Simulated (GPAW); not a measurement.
# Cu (Fm-3m) in GPAW: a series of runs, part 2 of 2

GPAW 26.7.0.

### Step 3. Band structure, LDA

run.py reads:

```python
from ase import Atoms
from ase.dft.bandgap import bandgap
from ase.io import write
from ase.units import GPa
from gpaw import GPAW, PW

atoms = Atoms(['Cu'],
              cell=[[0.0, 1.80745, 1.80745],
                    [1.80745, 0.0, 1.80745],
                    [1.80745, 1.80745, 0.0]],
              scaled_positions=[[0.0, 0.0, 0.0]],
              pbc=True)

calc = GPAW(mode=PW(600),
            xc='LDA',
            kpts={'size': (16, 16, 16), 'gamma': True},
            occupations={'name': 'fermi-dirac', 'width': 0.05},
            nbands=14,
            convergence={'density': 1e-05, 'energy': 1e-05},
            maxiter=150,
            txt='gpaw.txt')
atoms.calc = calc
energy = atoms.get_potential_energy()
forces = atoms.get_forces()
stress = atoms.get_stress()
calc.write('gs.gpw')
write('result.traj', atoms)
print(f'Energy: {energy:.6f} eV')
print('Forces (eV/A):')
print(forces.round(4))
print('Stress (GPa):', (stress / GPa).round(3))
print('Fermi level:', round(calc.get_fermi_level(), 4), 'eV')
print(f'Gap: {bandgap(calc)[0]:.4f} eV, direct: {bandgap(calc, direct=True)[0]:.4f} eV')

path = atoms.cell.bandpath('GXWKGLUWLK,UX', npoints=100, eps=1e-4)
bs_calc = calc.fixed_density(kpts=path, symmetry='off', nbands=21,
                             convergence={'bands': 'CBM+6.0', 'eigenstates': 1e-6}, txt='bands.txt')
bs = bs_calc.band_structure()
bs.write('bs.json')
print(f'Gap on the path: {bandgap(bs_calc)[0]:.4f} eV')
```

Potentials or basis: the program's PAW data sets (release 1.2.1) made for this functional, pw.

Started as:

```
$ OMP_NUM_THREADS=1 python run.py
```

gpaw.txt:

```text
__  _  _
 | _ |_)|_||  |
 |__||  | ||/\| - 26.7.0

Input parameters:
  mode=PW(ecut=600.0),
  convergence={'density': 1e-05, 'energy': 1e-05},
  kpts=MonkhorstPack(size=(16, 16, 16), gamma=True),
  maxiter=150,
  nbands=14,
  occupations=Occupations(name='fermi-dirac', width=0.05),
  xc=XC(name='LDA')

Diagonalizing LCAO Hamiltonian
Converting LCAO to pw mode

       Cu

Atoms  # Å, Bohr magnetons
|   | symbol |        x |        y |        z |    initial magnetic moments |
|---|--------|----------|----------|----------|-----------------------------|
| 0 |     Cu | 0.000000 | 0.000000 | 0.000000 | ( 0.0000,  0.0000,  0.0000) |

Unit cell  # Å
| periodic |        x |        y |        z |  lengths |    angles |
|----------|----------|----------|----------|----------|-----------|
|      yes | 0.000000 | 1.807450 | 1.807450 | 2.556120 | 60.000000 |
|      yes | 1.807450 | 0.000000 | 1.807450 | 2.556120 | 60.000000 |
|      yes | 1.807450 | 1.807450 | 0.000000 | 2.556120 | 60.000000 |

Number of symmetries: 48
Symmetry operations  # r_c * U_cc + t_c -> r_c
|    | kind |            matrix            |
|----|------|------------------------------|
|  0 |  σ   |  1, 0, 0,  1, 0,-1,  1,-1, 0 |
|  1 |  C2  |  1, 0, 0,  1,-1, 0,  1, 0,-1 |
|  2 |  E   |  1, 0, 0,  0, 1, 0,  0, 0, 1 |
|  3 |  σ   |  1, 0, 0,  0, 0, 1,  0, 1, 0 |
|  4 |  C4  |  1, 0,-1,  1, 0, 0,  1,-1, 0 |
|  5 |  S6  |  1, 0,-1,  1,-1, 0,  1, 0, 0 |
|  6 |  σ   |  1, 0,-1,  0, 1,-1,  0, 0,-1 |
|  7 |  C3  |  1, 0,-1,  0, 0,-1,  0, 1,-1 |
|  8 |  S6  |  1,-1, 0,  1, 0, 0,  1, 0,-1 |
|  9 |  C4  |  1,-1, 0,  1, 0,-1,  1, 0, 0 |
| 10 |  C3  |  1,-1, 0,  0,-1, 1,  0,-1, 0 |
| 11 |  σ   |  1,-1, 0,  0,-1, 0,  0,-1, 1 |
| 12 |  σ   |  0, 1, 0,  1, 0, 0,  0, 0, 1 |
| 13 |  C4  |  0, 1, 0,  0, 1,-1, -1, 1, 0 |
| 14 |  C3  |  0, 1, 0,  0, 0, 1,  1, 0, 0 |
| 15 |  S6  |  0, 1, 0, -1, 1, 0,  0, 1,-1 |
| 16 |  C2  |  0, 1,-1,  1, 0,-1,  0, 0,-1 |
| 17 |  σ   |  0, 1,-1,  0, 1, 0, -1, 1, 0 |
| 18 |  S4  |  0, 1,-1,  0, 0,-1,  1, 0,-1 |
| 19 |  C4  |  0, 1,-1, -1, 1, 0,  0, 1, 0 |
| 20 |  C3  |  0, 0, 1,  1, 0, 0,  0, 1, 0 |
| 21 |  σ   |  0, 0, 1,  0, 1, 0,  1, 0, 0 |
| 22 |  S6  |  0, 0, 1,  0,-1, 1, -1, 0, 1 |
| 23 |  C4  |  0, 0, 1, -1, 0, 1,  0,-1, 1 |
| 24 |  S4  |  0, 0,-1,  1, 0,-1,  0, 1,-1 |
| 25 |  C3  |  0, 0,-1,  0, 1,-1,  1, 0,-1 |
| 26 |  C2  |  0, 0,-1,  0,-1, 0, -1, 0, 0 |
| 27 |  S6  |  0, 0,-1, -1, 0, 0,  0,-1, 0 |
| 28 |  S4  |  0,-1, 1,  1,-1, 0,  0,-1, 0 |
| 29 |  C4  |  0,-1, 1,  0, 0, 1, -1, 0, 1 |
| 30 |  C2  |  0,-1, 1,  0,-1, 0,  1,-1, 0 |
| 31 |  σ   |  0,-1, 1, -1, 0, 1,  0, 0, 1 |
| 32 |  C3  |  0,-1, 0,  1,-1, 0,  0,-1, 1 |
| 33 |  S6  |  0,-1, 0,  0, 0,-1, -1, 0, 0 |
| 34 |  S4  |  0,-1, 0,  0,-1, 1,  1,-1, 0 |
| 35 |  C2  |  0,-1, 0, -1, 0, 0,  0, 0,-1 |
| 36 |  C2  | -1, 1, 0,  0, 1, 0,  0, 1,-1 |
| 37 |  S6  | -1, 1, 0,  0, 1,-1,  0, 1, 0 |
| 38 |  S4  | -1, 1, 0, -1, 0, 1, -1, 0, 0 |
| 39 |  C3  | -1, 1, 0, -1, 0, 0, -1, 0, 1 |
| 40 |  S6  | -1, 0, 1,  0, 0, 1,  0,-1, 1 |
| 41 |  C2  | -1, 0, 1,  0,-1, 1,  0, 0, 1 |
| 42 |  C3  | -1, 0, 1, -1, 1, 0, -1, 0, 0 |
| 43 |  S4  | -1, 0, 1, -1, 0, 0, -1, 1, 0 |
| 44 |  C2  | -1, 0, 0,  0, 0,-1,  0,-1, 0 |
| 45 |  i   | -1, 0, 0,  0,-1, 0,  0, 0,-1 |
| 46 |  σ   | -1, 0, 0, -1, 1, 0, -1, 0, 1 |
| 47 |  C2  | -1, 0, 0, -1, 0, 1, -1, 1, 0 |

BZ-sampling:
  Number of BZ points: 4096
  Number of IBZ points: 145

  Monkhorst-Pack size: [16, 16, 16]
  Monkhorst-Pack shift: [0.03125, 0.03125, 0.03125]

K-points  # in reciprocal-cell coordinates
|     |                                coordinates |     weight |
|-----|--------------------------------------------|------------|
|   0 | (  0.00000000,   0.00000000,   0.00000000) | 0.00024414 |
|   1 | (  0.06250000,   0.06250000,   0.00000000) | 0.00146484 |
|   2 | (  0.06250000,   0.06250000,   0.06250000) | 0.00195312 |
|   3 | (  0.12500000,   0.06250000,   0.06250000) | 0.00292969 |
|   4 | (  0.12500000,   0.12500000,   0.00000000) | 0.00146484 |
|   5 | (  0.12500000,   0.12500000,   0.06250000) | 0.00585938 |
|   6 | (  0.12500000,   0.12500000,   0.12500000) | 0.00195312 |
|   7 | (  0.18750000,   0.12500000,   0.06250000) | 0.00585938 |
|   8 | (  0.18750000,   0.12500000,   0.12500000) | 0.00585938 |
|   9 | (  0.18750000,   0.18750000,   0.00000000) | 0.00146484 |
| ... |                                            |            |
| 144 | (  0.50000000,   0.50000000,   0.50000000) | 0.00097656 |

Plane wave coefficients: 411
Cutoff: 600.0 eV

Spin-components: 1 (collinear spins)
Bands:           14
Projectors:      6
Spin-degeneracy: 2
Datatype:        complex128

Parallelization:
  kpt:    1
  domain: 1
  band:   1

Density:
  Valence electrons: 11.0
  Components: 1
  Grid points: [15 15 15]
  Charge: 0.0  # |e|

Potential:
  Grid points: [15 15 15]

species:
  Cu:
    name:    Copper
    Z:       29.0
    valence: 11
    core:    18
    charge:  0.0  # [|e|]
    compensation charges:
      type: gauss
      rc: 0.33  # [Å]
      lmax: 2
    cutoffs:
      filter: 2.06  # [Å]
      core: 2.43  # [Å]
    projectors
    | kind |    occ | energy [eV] | rcut [Å] |
    |------|--------|-------------|----------|
    |   4s |  1.000 |      -4.857 |    1.164 |
    |   4p |  0.000 |      -0.783 |    1.164 |
    |   3d | 10.000 |      -5.324 |    1.058 |
    |    s |        |      22.354 |    1.164 |
    |    p |        |      26.429 |    1.164 |
    |    d |        |      21.887 |    1.058 |

    Using partial waves for Cu as LCAO basis

Reference energy: -44951.097047  # eV

eigensolver:
  PPCG
  Converge bands: occupied
  niter=2

density mixing:
  MSR1-Mixer
  Pratt-step length: 0.05
  Maximum mixing coefficient: 0.75
  Old densities: 10
  SVD Regularization: 0.005
  Good broyden scale: 1.0
  Trust region scale: 1.0
  Backstep threshold: 4.0
  History deletion threshold: 6.0
  Fourier metric: weight=20.0, sigma=0.015

occupation numbers:
  Fermi-Dirac:
    width: 0.0500  # eV

poisson solver:
  ecut: 4800.0  # eV

xc functional:
  name: None

convergence criteria:
- Maximum integral of absolute [dens]ity change: 1e-05 electrons / valence electron
- Maximum [total energy] change in last 3 cyles: 1e-05 eV / valence electron
- Maximum integral of absolute [eigenst]ate change: 4e-08 eV^2 / valence electron
maximum number of iterations: 150

SCF iterations
|iter     | |      energy | eigst |  dens |
|---------|-|-------------|-------|-------|
|iter:   1| |   -5.683955 | -0.39 |       |
|iter:   2| |   -5.274402 | -2.70 | -0.88 |
|iter:   3| |   -4.661150 | -1.65 | -0.98 |
|iter:   4| |   -4.647924 | -4.13 | -1.80 |
|iter:   5| |   -4.638191 | -3.85 | -1.96 |
|iter:   6| |   -4.638201 | -6.30 | -3.62 |
|iter:   7| |   -4.638204c| -6.39 | -3.80 |
|iter:   8| |   -4.638204c| -8.64c| -4.34 |
|iter:   9| |   -4.638204c| -7.59c| -4.77 |
|iter:  10| |   -4.638204c| -8.67c| -5.44c|

Converged in 10 steps
Energy contributions relative to reference atoms: (reference = -44951.097047)

Energy contributions:
  Kinetic:         -12.789339
  Coulomb:          10.028351
  Zero:              0.008815
  External:          0.000000
  Xc:               -1.884772
  Entropy:          -0.002516
  Spinorbit:         0.000000
  ----------------------------
  Free energy:      -4.639462
  Extrapolated:     -4.638204

dipole moment: (-7.920232, -7.920232, -7.920232)  # |e|*Ang

Fermi level: 7.563
Eigenvalues  # (at kpt = [0.000, 0.000, 0.000])
| band index |      eig [eV] | occ [0-2] |
|------------|---------------|-----------|
|          0 |        -1.775 |     2.000 |
|          1 |         4.554 |     2.000 |
|          2 |         4.554 |     2.000 |
|          3 |         4.554 |     2.000 |
|          4 |         5.391 |     2.000 |
|          5 |         5.391 |     2.000 |
|          6 |        30.967 |     0.000 |
|          7 |        33.021 |     0.000 |
|          8 |        33.021 |     0.000 |
|          9 |        33.021 |     0.000 |
|         10 |        35.243 |     0.000 |
|         11 |        35.243 |     0.000 |
|         12 |        35.243 |     0.000 |
|         13 |        39.374 |     0.000 |

No gap
No difference between direct/indirect transitions

Forces  # eV/Ang
|        x |        y |       z |
|----------|----------|---------|
| -0.00000 | -0.00000 | 0.00000 |  # Cu   0

Stress tensor  # eV/Ang^3
|        x |         y |         z |
|----------|-----------|-----------|
| 0.070752 |  0.000000 |  0.000000 |
| 0.000000 |  0.070752 | -0.000000 |
| 0.000000 | -0.000000 |  0.070752 |

# Writing to gs.gpw (mode='')
```

It took 26 s on 1 thread of Arm Neoverse V1, shared host; peak memory 0.17 GiB.

Results:

```yaml
Free_energy: -4.6395 eV
Pressure: -11.3 GPa
Band_gap_along_the_path: none (metal or under the smearing width)
```

Levels at the corners of the path, in eV from the Fermi level:
```tsv
point	band 2	band 3	band 4	band 5	band 6	band 7
Γ	-3.01	-3.01	-3.01	-2.17	-2.17	23.40
X	-4.40	-1.61	-1.46	-1.46	1.52	7.15
W	-3.51	-3.51	-2.21	-1.46	6.24	6.24
K	-4.04	-2.74	-2.03	-1.65	4.37	5.78
Γ	-3.01	-3.01	-3.01	-2.17	-2.17	23.40
L	-3.04	-3.04	-1.60	-1.60	-0.95	3.76
U	-4.04	-2.74	-2.03	-1.65	4.37	5.78
W	-3.51	-3.51	-2.21	-1.46	6.24	6.24
L	-3.04	-3.04	-1.60	-1.60	-0.95	3.76
K	-4.04	-2.74	-2.03	-1.65	4.37	5.78
U	-4.04	-2.74	-2.03	-1.65	4.37	5.78
X	-4.40	-1.61	-1.46	-1.46	1.52	7.15
```

Caveat: with this Cu data set, volumes or pressures lay over 1.5 % or 2 GPa off other programs in two to four cells of ten.

### Step 4. Band structure, r2SCAN

run.py: that of step 3 with these lines changed.

```diff
@@ -14,3 +14,3 @@
 calc = GPAW(mode=PW(600),
-            xc='LDA',
+            xc='MGGA_X_R2SCAN+MGGA_C_R2SCAN',
             kpts={'size': (16, 16, 16), 'gamma': True},
@@ -34,3 +34,3 @@
 
-path = atoms.cell.bandpath('GXWKGLUWLK,UX', npoints=100, eps=1e-4)
+path = atoms.cell.bandpath('GXWKGLUWLK,UX', npoints=60, eps=1e-4)
 bs_calc = calc.fixed_density(kpts=path, symmetry='off', nbands=21,
```

Potentials or basis: GPAW PAW data sets (gpaw-data 1.2.1), pw.

Started as:

```
$ OMP_NUM_THREADS=1 python run.py
```

It took 70 s on 1 thread of Arm Neoverse V1, shared host; peak memory 0.24 GiB.

It converged, with:

```
Free energy             : -9.7736 eV
Pressure                : -3.1 GPa
Band gap along the path : none (metal or under the smearing width)
```

Levels at the corners of the path, in eV from the Fermi level:
```tsv
point	band 2	band 3	band 4	band 5	band 6	band 7
Γ	-3.09	-3.09	-3.09	-2.28	-2.28	23.87
X	-4.53	-1.72	-1.52	-1.52	1.61	7.50
W	-3.62	-3.62	-2.32	-1.52	6.52	6.52
K	-4.18	-2.84	-2.14	-1.72	4.56	6.04
Γ	-3.09	-3.09	-3.09	-2.28	-2.28	23.87
L	-3.14	-3.14	-1.68	-1.68	-1.03	4.03
U	-4.18	-2.84	-2.14	-1.72	4.56	6.04
W	-3.62	-3.62	-2.32	-1.52	6.52	6.52
L	-3.14	-3.14	-1.68	-1.68	-1.03	4.03
K	-4.18	-2.84	-2.14	-1.72	4.56	6.04
U	-4.18	-2.84	-2.14	-1.72	4.56	6.04
X	-4.53	-1.72	-1.52	-1.52	1.61	7.50
```

Caveat: with this Cu data set, volumes or pressures lay over 1.5 % or 2 GPa off other programs in two to four cells of ten; the PAW data sets were made with another functional, which shifts forces and pressure a little.

### Step 5. Overview

| level | potentials or basis | band points | pressure (GPa) |
| --- | --- | --- | --- |
| PBE | GPAW PAW data sets (gpaw-data 1.2.1), pw | 80 | 3.3 |
| LDA | the program's PAW data sets (release 1.2.1) made for this functional, pw | 100 | -11.3 |
| r2SCAN | GPAW PAW data sets (gpaw-data 1.2.1), pw | 60 | -3.1 |

Alike in all rows: task band structure; no spin polarisation; cell as given; k mesh 16 × 16 × 16; cutoff (eV) 600; smearing fermi-dirac 0.05 eV.

Caveats: with this Cu data set, volumes or pressures lay over 1.5 % or 2 GPa off other programs in two to four cells of ten; the PAW data sets were made with another functional, which shifts forces and pressure a little (some runs).

Total energies depend on the potentials used, so only differences within one code and one set of settings carry meaning.
